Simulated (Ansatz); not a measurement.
# C7H9N: how energies converge with the basis set

How large a basis does C7H9N need? Two functionals are run in growing sets.

Method: one geometry, several basis sets; program: Ansatz 0.2.0, Gaussian basis.

The runs, in order: PBE0-D4/def2-SVP; ωB97M-V/def2-SVP; PBE0-D4/def2-QZVPP; ωB97M-V/def2-QZVPP; the functionals' def2-TZVPP values are taken from earlier runs.

## (1) Structure used throughout

The geometry comes from an earlier relaxation with PBE0-D4 in a triple-zeta def2 set; it is a stationary point, not always the lowest conformer.

17 atoms, charge 0, spin multiplicity 1.

Atoms are counted from 1 here; the program's logs count them from 0.

Bond lengths: C1–C2 1.494 Å, C1–H9 1.094 Å, C1–H10 1.090 Å, C1–H11 1.094 Å, C2–C3 1.388 Å, C2–C7 1.399 Å, C3–C4 1.386 Å, C3–H12 1.085 Å, C4–N5 1.326 Å, C4–H13 1.087 Å, N5–C6 1.327 Å, C6–C7 1.390 Å, C6–H14 1.088 Å, C7–C8 1.495 Å, C8–H15 1.091 Å, C8–H16 1.094 Å, C8–H17 1.094 Å. Angles: C2–C1–H9 111.2°, C2–C1–H10 111.3°, C2–C1–H11 111.2°, H9–C1–H10 108.2°, H9–C1–H11 106.7°, H10–C1–H11 108.2°, C1–C2–C3 121.3°, C1–C2–C7 121.2°, C3–C2–C7 117.6°, C2–C3–C4 119.8°, C2–C3–H12 120.2°, C4–C3–H12 120.0°, C3–C4–N5 123.2°, C3–C4–H13 120.3°, N5–C4–H13 116.5°, C4–N5–C6 116.8°, N5–C6–C7 125.0°, N5–C6–H14 116.0° and more.

Coordinates:

```
C     0.8002   -1.7729    0.1328
C     0.5503   -0.3233   -0.1302
C     1.5243    0.4838   -0.7010
C     1.2594    1.8242   -0.9306
N     0.1020    2.3984   -0.6309
C    -0.8271    1.6235   -0.0852
C    -0.6752    0.2696    0.1909
C    -1.7901   -0.5109    0.8084
H     0.6987   -2.0043    1.1972
H     1.8011   -2.0654   -0.1849
H     0.0770   -2.4012   -0.3954
H     2.4906    0.0689   -0.9672
H     2.0161    2.4640   -1.3769
H    -1.7714    2.1085    0.1554
H    -2.6576    0.1253    0.9880
H    -2.1067   -1.3374    0.1649
H    -1.4916   -0.9508    1.7648
```

## (2) PBE0-D4 in def2-SVP

in.yaml

```yaml
crystal:
  periodic: [false, false, false]
  atoms:
    - {symbol: C, position_ang: [0.800157, -1.772860, 0.132784]}
    - {symbol: C, position_ang: [0.550264, -0.323298, -0.130247]}
    - {symbol: C, position_ang: [1.524331, 0.483786, -0.700953]}
    - {symbol: C, position_ang: [1.259430, 1.824230, -0.930575]}
    - {symbol: N, position_ang: [0.102030, 2.398391, -0.630922]}
    - {symbol: C, position_ang: [-0.827127, 1.623470, -0.085184]}
    - {symbol: C, position_ang: [-0.675182, 0.269648, 0.190888]}
    - {symbol: C, position_ang: [-1.790053, -0.510947, 0.808381]}
    - {symbol: H, position_ang: [0.698722, -2.004290, 1.197228]}
    - {symbol: H, position_ang: [1.801127, -2.065400, -0.184928]}
    - {symbol: H, position_ang: [0.076983, -2.401161, -0.395383]}
    - {symbol: H, position_ang: [2.490563, 0.068860, -0.967219]}
    - {symbol: H, position_ang: [2.016087, 2.463963, -1.376937]}
    - {symbol: H, position_ang: [-1.771442, 2.108481, 0.155359]}
    - {symbol: H, position_ang: [-2.657621, 0.125326, 0.988028]}
    - {symbol: H, position_ang: [-2.106670, -1.337419, 0.164925]}
    - {symbol: H, position_ang: [-1.491598, -0.950790, 1.764752]}
basis:
  gaussian: {orbitals: def2-SVP}
hamiltonian: {xc: pbe0, dispersion: d4}
output: {orbitals: {seedname: orbitals}}
```

Run with:

```console
ansatz run in.yaml --threads 2 --pin off --events-out ev --progress --plain --max-ram 32768MiB --backend cpu
```

The runs that follow: ωB97M-V in def2-SVP; PBE0-D4 in def2-QZVPP; ωB97M-V in def2-QZVPP.

**Question.** What will the summary of the whole plan be? Wanted: PBE0-D4: double and triple zeta above quadruple; ωB97M-V: double and triple zeta above quadruple.

**Answer**, as computed:

| quantity | value |
| --- | --- |
| PBE0-D4: double and triple zeta above quadruple | 9.99, 0.47 eV |
| ωB97M-V: double and triple zeta above quadruple | 10.42, 0.44 eV |

For PBE0-D4 the step from double to triple zeta gains 9.52 eV and the next only 0.47 eV. Total energies overstate the basis error of differences, where much of it tends to cancel.
